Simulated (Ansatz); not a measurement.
# CH7AlSSi2: one species, many methods

An exercise on one series of results from a longer session: the logs are not shown, and one member is left open.

The runs use Ansatz 0.2.0, Gaussian basis; functionals in def2-TZVPP, the program's frozen cores in correlated methods.

Plan: PBE-D4, r2SCAN-D4, PBE0-D4, B3LYP-D4, ωB97X-V, ωB97M-V, B2PLYP; CCSD(T)/def2-TZVPP; MP2/def2-QZVPP; extrapolation to the limit.

## The relaxed structure

An earlier PBE0-D4 in a triple-zeta def2 set relaxation fixed the geometry.

SMILES `[AlH2][C@H]1[SiH2][Si@@H]1S`, 12 atoms, charge 0, spin multiplicity 1.

Atoms are counted from 1 here; the program's logs count them from 0.

Bond lengths: Al1–C2 1.925 Å, Al1–H6 1.586 Å, Al1–H7 1.588 Å, C2–Si3 1.902 Å, C2–Si4 1.890 Å, C2–H8 1.091 Å, Si3–Si4 2.227 Å, Si3–H9 1.484 Å, Si3–H10 1.484 Å, Si4–S5 2.131 Å, Si4–H11 1.482 Å, S5–H12 1.344 Å. Angles: C2–Al1–H6 120.4°, C2–Al1–H7 118.6°, H6–Al1–H7 121.1°, Al1–C2–Si3 118.3°, Al1–C2–Si4 113.1°, Al1–C2–H8 111.5°, Si3–C2–Si4 71.9°, Si3–C2–H8 117.9°, Si4–C2–H8 119.0°, C2–Si3–Si4 53.8°, C2–Si3–H9 114.3°, C2–Si3–H10 118.0°, Si4–Si3–H9 117.1°, Si4–Si3–H10 128.2°, H9–Si3–H10 111.8°, C2–Si4–Si3 54.3°, C2–Si4–S5 119.6°, C2–Si4–H11 116.6° and more.

Set-up of the first run:

File in.yaml:

```yaml
crystal:
  periodic: [false, false, false]
  atoms:
    - {symbol: Al, position_ang: [-0.347801, 0.889148, 1.995581]}
    - {symbol: C, position_ang: [-0.440638, 0.507958, 0.110519]}
    - {symbol: Si, position_ang: [1.163281, 0.602674, -0.907919]}
    - {symbol: Si, position_ang: [0.088845, -1.255558, -0.315826]}
    - {symbol: S, position_ang: [-1.097269, -2.414751, -1.653856]}
    - {symbol: H, position_ang: [-1.535063, 1.653428, 2.718442]}
    - {symbol: H, position_ang: [0.928284, 0.404522, 2.806681]}
    - {symbol: H, position_ang: [-1.352931, 0.908162, -0.334225]}
    - {symbol: H, position_ang: [0.975745, 1.077522, -2.300989]}
    - {symbol: H, position_ang: [2.356862, 1.213520, -0.272695]}
    - {symbol: H, position_ang: [0.416670, -2.144695, 0.823511]}
    - {symbol: H, position_ang: [-1.079087, -1.497030, -2.635224]}
basis:
  gaussian: {orbitals: def2-TZVPP}
hamiltonian: {xc: pbe, dispersion: d4}
output: {forces: true, orbitals: {seedname: orbitals}}
```

The run is started by

```
> ansatz run in.yaml --threads 4 --pin off --events-out ev --progress --plain --max-ram 10444MiB
```

Among the steps run: PBE-D4 (GGA); r2SCAN-D4 (meta-GGA); PBE0-D4 (hybrid); B3LYP-D4 (hybrid); ωB97X-V (range-separated); ωB97M-V (range-separated); B2PLYP (double hybrid); CCSD(T) in def2-TZVPP; MP2 in def2-QZVPP.

One table of the session follows, with a row left open; its other results are not shown here.

```
            method  atomisation energy (eV)
            PBE-D4                   38.178
         r2SCAN-D4                   38.344
           PBE0-D4                   37.955
          B3LYP-D4                        ?
           ωB97X-V                   38.469
           ωB97M-V                   38.248
            B2PLYP                   37.346
     HF/def2-TZVPP                   27.984
    MP2/def2-TZVPP                   37.240
   CCSD/def2-TZVPP                   36.462
CCSD(T)/def2-TZVPP                   37.031
           MP2/CBS                   38.363
       CCSD(T)/CBS                   38.154
```

Estimate the missing values for B3LYP-D4.

As computed: atomisation energy (eV): 37.871. In the column «atomisation energy (eV)» it lies between B2PLYP (37.346) and PBE0-D4 (37.955).
